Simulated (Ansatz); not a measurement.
# BF₃H₆OSi₂: a ladder of functionals and wavefunction methods

One table from this session's results is given with a row withheld; the runs are named, their logs left out.

The runs use Ansatz 0.2.0, Gaussian basis; functionals in def2-TZVPP, the program's frozen cores in correlated methods.

Plan: LDA (SPW92), PBE-D4, revPBE-D4, BLYP-D4, r2SCAN-D4, B97M-V, PBE0-D4, B3LYP-D4, r2SCANh-D4, r2SCAN0-D4, HSE06-D4, BHLYP-D4, CAM-B3LYP-D4, LC-ωPBE, ωB97X-V, ωB97M-V, B2PLYP, PBE-QIDH; CCSD(T)/def2-SVP; MP2/def2-TZVPP; MP2/def2-QZVPP; RPA on PBE.

## The geometry

All runs share one geometry, relaxed beforehand with PBE0-D4 in a triple-zeta def2 set.

SMILES `F[B-](F)(F)[O+]([SiH3])[SiH3]`, 13 atoms, charge 0, spin multiplicity 1.

Atoms are counted from 1 here; the program's logs count them from 0.

Bond lengths: F1–B2 1.357 Å, B2–F3 1.347 Å, B2–F4 1.358 Å, B2–O5 1.713 Å, O5–Si6 1.702 Å, O5–Si7 1.702 Å, Si6–H8 1.473 Å, Si6–H9 1.476 Å, Si6–H10 1.481 Å, Si7–H11 1.473 Å, Si7–H12 1.476 Å, Si7–H13 1.481 Å. Angles: F1–B2–F3 115.5°, F1–B2–F4 115.9°, F1–B2–O5 101.5°, F3–B2–F4 115.5°, F3–B2–O5 103.8°, F4–B2–O5 101.5°, B2–O5–Si6 115.0°, B2–O5–Si7 114.9°, Si6–O5–Si7 129.7°, O5–Si6–H8 107.6°, O5–Si6–H9 109.1°, O5–Si6–H10 104.7°, H8–Si6–H9 113.1°, H8–Si6–H10 111.5°, H9–Si6–H10 110.5°, O5–Si7–H11 107.5°, O5–Si7–H12 109.0°, O5–Si7–H13 104.8° and more.

Set-up of the first run:

File in.yaml:

```yaml
crystal:
  periodic: [false, false, false]
  atoms:
    - {symbol: F, position_ang: [-1.295635, -1.562159, -1.140703]}
    - {symbol: B, position_ang: [-1.096880, -0.222030, -1.223732]}
    - {symbol: F, position_ang: [-0.485664, 0.204716, -2.345169]}
    - {symbol: F, position_ang: [-2.117859, 0.556505, -0.782477]}
    - {symbol: O, position_ang: [0.075029, 0.027051, 0.000615]}
    - {symbol: Si, position_ang: [-0.052609, 1.510065, 0.825924]}
    - {symbol: Si, position_ang: [1.081924, -1.309016, 0.313074]}
    - {symbol: H, position_ang: [-0.210353, 2.569940, -0.185434]}
    - {symbol: H, position_ang: [-1.182843, 1.439668, 1.772398]}
    - {symbol: H, position_ang: [1.228135, 1.644624, 1.558020]}
    - {symbol: H, position_ang: [1.527828, -1.840802, -0.986635]}
    - {symbol: H, position_ang: [0.335186, -2.296593, 1.116706]}
    - {symbol: H, position_ang: [2.214142, -0.756669, 1.092112]}
basis:
  gaussian: {orbitals: def2-TZVPP}
hamiltonian: {xc: lda}
output: {orbitals: {seedname: orbitals}}
```

On the command line:

```console
$ ansatz run in.yaml --threads 4 --pin off --events-out ev --progress --plain --max-ram 11315MiB
```

Steps of the session up to this table: LDA; PBE-D4 (GGA); revPBE-D4 (GGA); BLYP-D4 (GGA); r2SCAN-D4 (meta-GGA); B97M-V (meta-GGA); PBE0-D4 (hybrid); B3LYP-D4 (hybrid); r2SCANh-D4 (hybrid); r2SCAN0-D4 (hybrid); HSE06-D4 (hybrid); BHLYP-D4 (hybrid); CAM-B3LYP-D4 (range-separated); LC-ωPBE (range-separated); ωB97X-V (range-separated); ωB97M-V (range-separated); B2PLYP (double hybrid); PBE-QIDH (double hybrid).

One table of the session follows, with a row left open; its other results are not shown here.

It belongs to the step «Orbital energies across the functionals». 

| functional | HOMO (eV) | gap (eV) |
| --- | --- | --- |
| LDA (SPW92) | -8.35 | 6.22 |
| PBE-D4 | -8.29 | 6.46 |
| revPBE-D4 | -8.26 | 6.56 |
| BLYP-D4 | -8.22 | 6.56 |
| r2SCAN-D4 | -8.69 | 7.22 |
| B97M-V | -8.82 | 7.11 |
| PBE0-D4 | -9.77 | 8.83 |
| B3LYP-D4 | -9.57 | 8.44 |
| r2SCANh-D4 | -9.23 | 8.06 |
| r2SCAN0-D4 | ? | ? |
| HSE06-D4 | -9.37 | 8.05 |
| BHLYP-D4 | -11.19 | 11.18 |
| CAM-B3LYP-D4 | -11.21 | 11.31 |
| LC-ωPBE | -12.56 | 13.84 |
| ωB97X-V | -12.24 | 13.36 |
| ωB97M-V | -12.07 | 12.89 |

Q: Estimate the row for r2SCAN0-D4 from the others.

Worked estimate for «HOMO (eV)». Against the share of exact exchange, r2SCAN-D4 (0, -8.69), r2SCANh-D4 (0.1, -9.23) give a slope of -5.40 per unit share; at 0.25 the line stands at -10.04.

As computed: HOMO (eV): -10.03; gap (eV): 9.30. In «HOMO (eV)» the line misses by -0.01.
